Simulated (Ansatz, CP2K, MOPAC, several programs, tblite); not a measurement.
Energy against volume for SrO (rocksalt), at fixed shape and fractional coordinates, computed by several methods (PBE and r2SCAN, where shown, with plane waves in Ansatz); the cell shown is that of r2SCAN. It is cubic, Fm-3m (No. 225); a = 5.160 Å in the conventional setting, 17.17 Å³ an atom. Sr has 6 O at 2.58 Å; O has 6 Sr at 2.58 Å. No spin polarisation and no zero-point or thermal motion. Energies count from each curve's lowest point; fits are third-order Birch-Murnaghan.

```cif
data_structure
_symmetry_space_group_name_H-M 'P 1'
_symmetry_Int_Tables_number 1
_cell_length_a 3.6485
_cell_length_b 3.6485
_cell_length_c 3.6485
_cell_angle_alpha 60.000
_cell_angle_beta 60.000
_cell_angle_gamma 60.000
_cell_volume 34.34
loop_
_atom_site_label
_atom_site_type_symbol
_atom_site_fract_x
_atom_site_fract_y
_atom_site_fract_z
_atom_site_occupancy
Sr1 Sr 0.00000 0.00000 0.00000 1
O1 O 0.50000 0.50000 0.50000 1
```

GFN2-xTB (tblite), on the shape of the cell shown, as a cluster of 64 atoms at the zone centre:

| V (Å³/atom) | E (meV/atom) |
| --- | --- |
| 15.111 | 0.00 |
| 16.141 | 77.44 |
| 17.171 | 157.10 |
| 18.202 | 235.42 |
| 19.232 | 311.22 |

This method closes the gap of a crystal that DFT finds insulating, so its curve rests on a wrong state.
The lowest point is an end point, so the minimum isn't bracketed.

light PBE (260 eV, its own mesh), on the shape of the cell shown:
```tsv
V (Å³/atom)	E (meV/atom)
15.798	52.59
16.485	30.78
17.171	19.70
17.858	0.00
18.545	54.75
19.232	62.85
```
The points scatter about a smooth fit, as a low cutoff and a light mesh can make them, so no fit is quoted.

PBE/DZVP (CP2K), on the shape of the cell shown:
```tsv
V (Å³/atom)	E (meV/atom)
15.111	131.13
16.141	40.47
17.171	1.36
18.202	0.00
19.232	26.18
```
V₀ = 17.72 Å³ an atom and B₀ = 85 GPa.

PM7 (MOPAC), on the shape of the cell shown, as a cluster of 64 atoms at the zone centre:
```csv
V (Å³/atom),E (meV/atom)
15.111,0.00
16.141,158.76
17.171,353.47
18.202,529.95
19.232,660.22
```
The lowest point is an end point, so the minimum isn't bracketed.

PBE/SZV (CP2K), on the shape of the cell shown:
```
V (Å³/atom)  E (meV/atom)
     15.111        708.99
     16.141        434.79
     17.171        237.81
     18.202         97.72
     19.232          0.00
```
The lowest point is an end point, so the minimum isn't bracketed.

Spin-orbit coupling is left out.
